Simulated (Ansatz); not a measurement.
# C4H6F2Si (Si(vinyl)2F2) at 6 levels

We compute a comparison of 6 runs (HF/STO-3G, HF/3-21G, HF/def2-SVP, B3LYP/6-31G*, B3LYP/cc-pVDZ) of C4H6F2Si (Si(vinyl)2F2). 

The calculation is run with Ansatz 0.2.0.

8 further runs of the same task are left out: 2 that didn't finish, 6 set aside as unsound or not needed.

### 1 The system as given

C4H6F2Si has 13 atoms, charge 0, and is taken as a singlet. As SMILES, `C=C[Si](F)(F)C=C`. The coordinates come from a GFN2-xTB relaxation. This is one conformer, not always the lowest.

Bond lengths: Si1–C2 1.878 Å, C2–C3 1.326 Å, Si1–C7 1.872 Å, C7–C8 1.325 Å, Si1–F12 1.608 Å, Si1–F13 1.609 Å, C2–H4 1.083 Å, C3–H5 1.078 Å, C3–H6 1.079 Å, C7–H9 1.083 Å, C8–H10 1.078 Å, C8–H11 1.079 Å. Some angles: Si1–C2–C3 123.9°, C2–Si1–C7 115.5°, C2–Si1–F12 110.6°, C2–Si1–F13 109.7°, C7–Si1–F12 109.0°, C7–Si1–F13 110.7°, F12–Si1–F13 100.2°, Si1–C7–C8 124.8°, Si1–C2–H4 117.7°, C3–C2–H4 118.4°.

### 2 Energy and forces at HF/STO-3G (run 1)

Contents of job.yaml:

```yaml
crystal:
  periodic: [false, false, false]
  atoms:
    - {symbol: Si, position_ang: [-0.488020, 0.248920, -0.523500]}
    - {symbol: C, position_ang: [-0.577760, 0.243920, 1.352420]}
    - {symbol: C, position_ang: [-1.711790, 0.240500, 2.038980]}
    - {symbol: H, position_ang: [0.355910, 0.239900, 1.901350]}
    - {symbol: H, position_ang: [-2.671550, 0.243460, 1.549140]}
    - {symbol: H, position_ang: [-1.731290, 0.233350, 3.118180]}
    - {symbol: C, position_ang: [1.238310, 0.249650, -1.248640]}
    - {symbol: C, position_ang: [1.987810, -0.830530, -1.416150]}
    - {symbol: H, position_ang: [1.644010, 1.208370, -1.546980]}
    - {symbol: H, position_ang: [1.638060, -1.812260, -1.141180]}
    - {symbol: H, position_ang: [2.976420, -0.784880, -1.845630]}
    - {symbol: F, position_ang: [-1.308220, 1.493680, -1.126300]}
    - {symbol: F, position_ang: [-1.351900, -0.974070, -1.111700]}
basis:
  gaussian:
    orbitals: STO-3G
output: {forces: true, orbitals: {seedname: orbitals}}
total_charge: 0
accuracy: high
hamiltonian:
  xc: hf
```

Command:

```console
ansatz run job.yaml --threads 1 --pin off --max-ram 3480MiB --events-out events.jsonl --progress --plain --runs-dir runs
```

Standard output:

```text
Warning: RAYON_NUM_THREADS=1 ignored (pool sized by the plan → 1); use --threads N
Functional definition: HF
  name "HF"
  exchange = exact_x
  correlation = 0
995 factors; integrals over basis functions are off by at most 1.4e-8 eV
mean field evaluation 1: about -17269.7234 eV, gradient 2.6e1 eV
mean field evaluation 2: about -17269.8867 eV, gradient 2.6e1 eV
mean field evaluation 4: about -17272.9455 eV, gradient 2.5e0 eV
mean field evaluation 8: about -17272.9695 eV, gradient 2.8e-2 eV
mean field -17272.96950231 eV, -634.7699211707 hartree, gradient 1.5e-8 eV, S^2 0.000000; 0 other end points of the search recorded, 0 dependent functions left out
the calculation of the forces begins
reference -17272.96950231 eV, -634.7699211707 hartree; 31, 31 occupied and 14, 14 virtual orbitals, 995 factors
Total energy: -17272.96950231 eV, -634.7699211707 hartree
Atom 0 at    -0.488020     0.248920    -0.523500 Å, force    -0.057689    -0.007045     0.055583 eV/Å
Atom 1 at    -0.577760     0.243920     1.352420 Å, force    -0.751851     0.011420    -0.146703 eV/Å
Atom 2 at    -1.711790     0.240500     2.038980 Å, force     1.492923    -0.000169    -0.945674 eV/Å
Atom 3 at     0.355910     0.239900     1.901350 Å, force    -0.035135     0.001392     0.039093 eV/Å
Atom 4 at    -2.671550     0.243460     1.549140 Å, force    -0.335385    -0.000378    -0.019593 eV/Å
Atom 5 at    -1.731290     0.233350     3.118180 Å, force    -0.085415     0.004035     0.196141 eV/Å
Atom 6 at     1.238310     0.249650    -1.248640 Å, force     0.160259    -1.035003     0.357845 eV/Å
Atom 7 at     1.987810    -0.830530    -1.416150 Å, force    -1.039776     1.413407     0.183555 eV/Å
Atom 8 at     1.644010     1.208370    -1.546980 Å, force     0.025983    -0.007876    -0.022895 eV/Å
Atom 9 at     1.638060    -1.812260    -1.141180 Å, force     0.028653    -0.310651     0.043514 eV/Å
Atom 10 at     2.976420    -0.784880    -1.845630 Å, force     0.203327    -0.071825    -0.072539 eV/Å
Atom 11 at    -1.308220     1.493680    -1.126300 Å, force     0.164142     0.356489     0.182360 eV/Å
Atom 12 at    -1.351900    -0.974070    -1.111700 Å, force     0.229963    -0.353797     0.149314 eV/Å
Dipole moment:     0.288250    -0.009168     0.227482 e Å
```

Run time: 2.9 s. Hardware: 1 thread of Intel Xeon at 2.70GHz, shared host.

### 3 Energy and forces at HF/3-21G (run 2)

Contents of molecule.yaml:

```yaml
basis:
  gaussian: {orbitals: 3-21G.json}
crystal:
  periodic: [false, false, false]
  atoms:
    - {symbol: Si, position_ang: [-0.488020, 0.248920, -0.523500]}
    - {symbol: C, position_ang: [-0.577760, 0.243920, 1.352420]}
    - {symbol: C, position_ang: [-1.711790, 0.240500, 2.038980]}
    - {symbol: H, position_ang: [0.355910, 0.239900, 1.901350]}
    - {symbol: H, position_ang: [-2.671550, 0.243460, 1.549140]}
    - {symbol: H, position_ang: [-1.731290, 0.233350, 3.118180]}
    - {symbol: C, position_ang: [1.238310, 0.249650, -1.248640]}
    - {symbol: C, position_ang: [1.987810, -0.830530, -1.416150]}
    - {symbol: H, position_ang: [1.644010, 1.208370, -1.546980]}
    - {symbol: H, position_ang: [1.638060, -1.812260, -1.141180]}
    - {symbol: H, position_ang: [2.976420, -0.784880, -1.845630]}
    - {symbol: F, position_ang: [-1.308220, 1.493680, -1.126300]}
    - {symbol: F, position_ang: [-1.351900, -0.974070, -1.111700]}
hamiltonian: {xc: hf}
accuracy: high
output: {forces: true, orbitals: {seedname: orbitals}}
```

The basis set 3-21G is read from a file made from the Basis Set Exchange's data (not shown).

Command:

```console
ansatz run molecule.yaml --threads 1 --pin off --max-ram 3480MiB --events-out events.jsonl --progress --plain --runs-dir runs
```

Standard output:

```text
Warning: RAYON_NUM_THREADS=1 ignored (pool sized by the plan → 1); use --threads N
[... 4 set-up lines as earlier in the session ...]
1877 factors; integrals over basis functions are off by at most 1.2e-8 eV
mean field evaluation 1: about -17396.4092 eV, gradient 3.8e1 eV
mean field evaluation 2: about -17396.8517 eV, gradient 3.8e1 eV
mean field evaluation 4: about -17399.8675 eV, gradient 2.9e0 eV
mean field evaluation 8: about -17399.9077 eV, gradient 1.7e-1 eV
mean field evaluation 16: about -17399.9079 eV, gradient 4.3e-8 eV
mean field -17399.90786347 eV, -639.4348199013 hartree, gradient 4.3e-8 eV, S^2 0.000000; 0 other end points of the search recorded, 0 dependent functions left out
the calculation of the forces begins
reference -17399.90786347 eV, -639.4348199013 hartree; 31, 31 occupied and 48, 48 virtual orbitals, 1877 factors
Total energy: -17399.90786347 eV, -639.4348199013 hartree
Atom 0 at    -0.488020     0.248920    -0.523500 Å, force     0.254250    -0.037991     0.381308 eV/Å
Atom 1 at    -0.577760     0.243920     1.352420 Å, force     0.159878     0.002745     0.034940 eV/Å
Atom 2 at    -1.711790     0.240500     2.038980 Å, force     0.142961    -0.003407    -0.122384 eV/Å
Atom 3 at     0.355910     0.239900     1.901350 Å, force    -0.172544     0.006232    -0.143772 eV/Å
Atom 4 at    -2.671550     0.243460     1.549140 Å, force     0.069216    -0.000548     0.089014 eV/Å
Atom 5 at    -1.731290     0.233350     3.118180 Å, force     0.005701     0.006055    -0.200792 eV/Å
Atom 6 at     1.238310     0.249650    -1.248640 Å, force     0.145301    -0.009448     0.154282 eV/Å
Atom 7 at     1.987810    -0.830530    -1.416150 Å, force    -0.161675     0.144583     0.008370 eV/Å
Atom 8 at     1.644010     1.208370    -1.546980 Å, force    -0.080215    -0.166320     0.035365 eV/Å
Atom 9 at     1.638060    -1.812260    -1.141180 Å, force     0.073068     0.064383    -0.059038 eV/Å
Atom 10 at     2.976420    -0.784880    -1.845630 Å, force    -0.165284    -0.001978     0.093106 eV/Å
Atom 11 at    -1.308220     1.493680    -1.126300 Å, force    -0.119442     0.678024    -0.141825 eV/Å
Atom 12 at    -1.351900    -0.974070    -1.111700 Å, force    -0.151215    -0.682330    -0.128573 eV/Å
Dipole moment:     0.540769    -0.085100     0.469911 e Å
```

Wall time 3.9 s (1 thread of Intel Xeon at 2.70GHz, shared host).

Runs 3 to 4 aren't shown in full; the table further down has their settings and results.

### 4 Energy and forces at B3LYP/6-31G(d) (Cartesian functions) (run 5)

Contents of run.yaml:

```yaml
crystal:
  periodic: [false, false, false]
  atoms:
    - symbol: Si
      position_ang: [-0.488020, 0.248920, -0.523500]
    - symbol: C
      position_ang: [-0.577760, 0.243920, 1.352420]
    - symbol: C
      position_ang: [-1.711790, 0.240500, 2.038980]
    - symbol: H
      position_ang: [0.355910, 0.239900, 1.901350]
    - symbol: H
      position_ang: [-2.671550, 0.243460, 1.549140]
    - symbol: H
      position_ang: [-1.731290, 0.233350, 3.118180]
    - symbol: C
      position_ang: [1.238310, 0.249650, -1.248640]
    - symbol: C
      position_ang: [1.987810, -0.830530, -1.416150]
    - symbol: H
      position_ang: [1.644010, 1.208370, -1.546980]
    - symbol: H
      position_ang: [1.638060, -1.812260, -1.141180]
    - symbol: H
      position_ang: [2.976420, -0.784880, -1.845630]
    - symbol: F
      position_ang: [-1.308220, 1.493680, -1.126300]
    - symbol: F
      position_ang: [-1.351900, -0.974070, -1.111700]
basis:
  gaussian: {orbitals: "6-31G*"}
total_charge: 0
magnetization: {spin_polarized: false, initial_magnetization: 0}
hamiltonian: {xc: {name: B3LYP}}
accuracy: high
output: {forces: true, orbitals: {seedname: orbitals}}
```

Command:

```console
ansatz run run.yaml --threads 1 --pin off --max-ram 3480MiB --events-out events.jsonl --progress --plain --runs-dir runs
```

Standard output:

```text
Warning: RAYON_NUM_THREADS=1 ignored (pool sized by the plan → 1); use --threads N
Functional definition: B3LYP
  name "B3LYP"
  parameter a0 = 0.2
  parameter ax = 0.72
  parameter ac = 0.81
  exchange = (1 - a0 - ax)*slater_x + ax*b88_x + a0*exact_x
  correlation = (1 - ac)*vwn_rpa_c + ac*lyp_c
2767 factors; integrals over basis functions are off by at most 1.1e-8 eV
mean field evaluation 1: about -17550.2879 eV, gradient 6.6e1 eV
mean field evaluation 2: about -17547.4563 eV, gradient 7.8e1 eV
mean field evaluation 4: about -17559.3210 eV, gradient 2.9e0 eV
mean field evaluation 8: about -17559.5275 eV, gradient 1.2e-1 eV
mean field evaluation 16: about -17559.5276 eV, gradient 1.8e-4 eV
mean field -17559.52758338 eV, -645.3007364139 hartree, gradient 5.9e-8 eV, S^2 0.000000; 0 other end points of the search recorded, 0 dependent functions left out
the calculation of the forces begins
reference -17559.52762683 eV, -645.3007380109 hartree; 31, 31 occupied and 90, 90 virtual orbitals, 2767 factors
Total energy: -17559.52762683 eV, -645.3007380109 hartree
Atom 0 at    -0.488020     0.248920    -0.523500 Å, force    -0.183166    -0.065005     0.009203 eV/Å
Atom 1 at    -0.577760     0.243920     1.352420 Å, force     0.663031     0.015983    -0.913882 eV/Å
Atom 2 at    -1.711790     0.240500     2.038980 Å, force    -0.361919    -0.003139     0.145308 eV/Å
Atom 3 at     0.355910     0.239900     1.901350 Å, force     0.264038     0.001932     0.144903 eV/Å
Atom 4 at    -2.671550     0.243460     1.549140 Å, force    -0.392549    -0.000820    -0.128743 eV/Å
Atom 5 at    -1.731290     0.233350     3.118180 Å, force    -0.031314     0.001596     0.351855 eV/Å
Atom 6 at     1.238310     0.249650    -1.248640 Å, force    -0.837154     0.521140     0.368230 eV/Å
Atom 7 at     1.987810    -0.830530    -1.416150 Å, force     0.140108    -0.347464    -0.026881 eV/Å
Atom 8 at     1.644010     1.208370    -1.546980 Å, force     0.122889     0.288468    -0.090529 eV/Å
Atom 9 at     1.638060    -1.812260    -1.141180 Å, force    -0.084480    -0.402591     0.061852 eV/Å
Atom 10 at     2.976420    -0.784880    -1.845630 Å, force     0.341752    -0.007361    -0.125221 eV/Å
Atom 11 at    -1.308220     1.493680    -1.126300 Å, force     0.182131     0.420369     0.092941 eV/Å
Atom 12 at    -1.351900    -0.974070    -1.111700 Å, force     0.176634    -0.423108     0.110965 eV/Å
Dipole moment:     0.409988    -0.051172     0.349589 e Å
```

Run time: 27 s. Hardware: 1 thread of Intel Xeon at 2.70GHz, shared host; peak memory 0.54 GiB.

### 5 Energy and gradient at B3LYP/cc-pVDZ (run 6)

Contents of input.yaml:

```yaml
crystal:
  periodic: [false, false, false]
  atoms:
    - {symbol: Si, position_ang: [-0.488020, 0.248920, -0.523500]}
    - {symbol: C, position_ang: [-0.577760, 0.243920, 1.352420]}
    - {symbol: C, position_ang: [-1.711790, 0.240500, 2.038980]}
    - {symbol: H, position_ang: [0.355910, 0.239900, 1.901350]}
    - {symbol: H, position_ang: [-2.671550, 0.243460, 1.549140]}
    - {symbol: H, position_ang: [-1.731290, 0.233350, 3.118180]}
    - {symbol: C, position_ang: [1.238310, 0.249650, -1.248640]}
    - {symbol: C, position_ang: [1.987810, -0.830530, -1.416150]}
    - {symbol: H, position_ang: [1.644010, 1.208370, -1.546980]}
    - {symbol: H, position_ang: [1.638060, -1.812260, -1.141180]}
    - {symbol: H, position_ang: [2.976420, -0.784880, -1.845630]}
    - {symbol: F, position_ang: [-1.308220, 1.493680, -1.126300]}
    - {symbol: F, position_ang: [-1.351900, -0.974070, -1.111700]}
basis:
  gaussian:
    orbitals: cc-pVDZ
hamiltonian:
  xc: {name: B3LYP}
accuracy: high
output: {forces: true, orbitals: {seedname: orbitals}}
```

Command:

```console
ansatz run input.yaml --threads 1 --pin off --max-ram 3480MiB --events-out events.jsonl --progress --plain --runs-dir runs
```

Standard output:

```text
Warning: RAYON_NUM_THREADS=1 ignored (pool sized by the plan → 1); use --threads N
[... 7 set-up lines as earlier in the session ...]
3094 factors; integrals over basis functions are off by at most 4.8e-9 eV
mean field evaluation 1: about -17549.4387 eV, gradient 6.8e1 eV
mean field evaluation 2: about -17545.7435 eV, gradient 8.2e1 eV
mean field evaluation 4: about -17559.6944 eV, gradient 3.7e0 eV
mean field evaluation 8: about -17559.9774 eV, gradient 2.7e-1 eV
mean field evaluation 16: about -17559.9776 eV, gradient 1.4e-4 eV
mean field -17559.97759378 eV, -645.3172739911 hartree, gradient 6.3e-8 eV, S^2 0.000000; 0 other end points of the search recorded, 0 dependent functions left out
the calculation of the forces begins
reference -17559.97764327 eV, -645.3172758099 hartree; 31, 31 occupied and 101, 101 virtual orbitals, 3094 factors
Total energy: -17559.97764327 eV, -645.3172758099 hartree
Atom 0 at    -0.488020     0.248920    -0.523500 Å, force     1.093843    -0.064643     0.846157 eV/Å
Atom 1 at    -0.577760     0.243920     1.352420 Å, force     0.513774     0.019239    -0.928387 eV/Å
Atom 2 at    -1.711790     0.240500     2.038980 Å, force    -0.309003    -0.003209     0.106748 eV/Å
Atom 3 at     0.355910     0.239900     1.901350 Å, force     0.475680    -0.000327     0.234289 eV/Å
Atom 4 at    -2.671550     0.243460     1.549140 Å, force    -0.600999     0.000843    -0.278099 eV/Å
Atom 5 at    -1.731290     0.233350     3.118180 Å, force     0.005604    -0.000817     0.584991 eV/Å
Atom 6 at     1.238310     0.249650    -1.248640 Å, force    -0.840646     0.402289     0.366877 eV/Å
Atom 7 at     1.987810    -0.830530    -1.416150 Å, force     0.096911    -0.301350    -0.018459 eV/Å
Atom 8 at     1.644010     1.208370    -1.546980 Å, force     0.184880     0.508366    -0.145999 eV/Å
Atom 9 at     1.638060    -1.812260    -1.141180 Å, force    -0.200320    -0.615200     0.139458 eV/Å
Atom 10 at     2.976420    -0.784880    -1.845630 Å, force     0.556325     0.043437    -0.223742 eV/Å
Atom 11 at    -1.308220     1.493680    -1.126300 Å, force    -0.477409     1.336892    -0.354632 eV/Å
Atom 12 at    -1.351900    -0.974070    -1.111700 Å, force    -0.498639    -1.325521    -0.329202 eV/Å
Dipole moment:     0.418245    -0.047661     0.347876 e Å
```

It took 24 s on 1 thread of Intel Xeon at 2.70GHz, shared host; peak memory 0.62 GiB.

### 6 Overview of the runs

| run | level | Cartesian functions | energy (Eh) | dipole moment (D) | HOMO energy (eV) | LUMO energy (eV) | wall time |
| --- | --- | --- | --- | --- | --- | --- | --- |
| 1 | HF/STO-3G | no | -634.769921 | 1.76 | -9.03 | 7.90 | 2.9 s |
| 2 | HF/3-21G | no | -639.434820 | 3.47 | -11.02 | 3.24 | 3.9 s |
| 3 | HF/def2-SVP | no | -642.505671 | 2.98 | -10.92 | 2.86 | 19 s |
| 4 | B3LYP/6-31G* (spherical functions) | no | -645.293284 | 2.59 | -7.90 | -0.84 | 22 s |
| 5 | B3LYP/6-31G* (Cartesian functions) | yes | -645.300738 | 2.60 | -7.90 | -0.85 | 27 s |
| 6 | B3LYP/cc-pVDZ | no | -645.317276 | 2.62 | -8.06 | -1.08 | 24 s |

### 7 What came out

| quantity | value |
| --- | --- |
| run 6: total energy | -645.31728 Eh |
| run 6: dipole moment | 2.62 D |
| run 6: HOMO energy | -8.06 eV |
| run 6: LUMO energy | -1.08 eV |
| run 6: HOMO–LUMO gap | 6.98 eV |
| run 6: largest force on an atom | 1.463 eV/Å |

What this shows: The dipole moment (its size) runs from 1.76 D (HF/STO-3G) to 3.47 D (HF/3-21G). The HOMO–LUMO gap runs from 6.98 eV (B3LYP/cc-pVDZ) to 16.94 eV (HF/STO-3G). The two ends differ in method and basis. In run 1 the basis is minimal, so the values are rough. All runs together took 99 s, the longest 27 s.
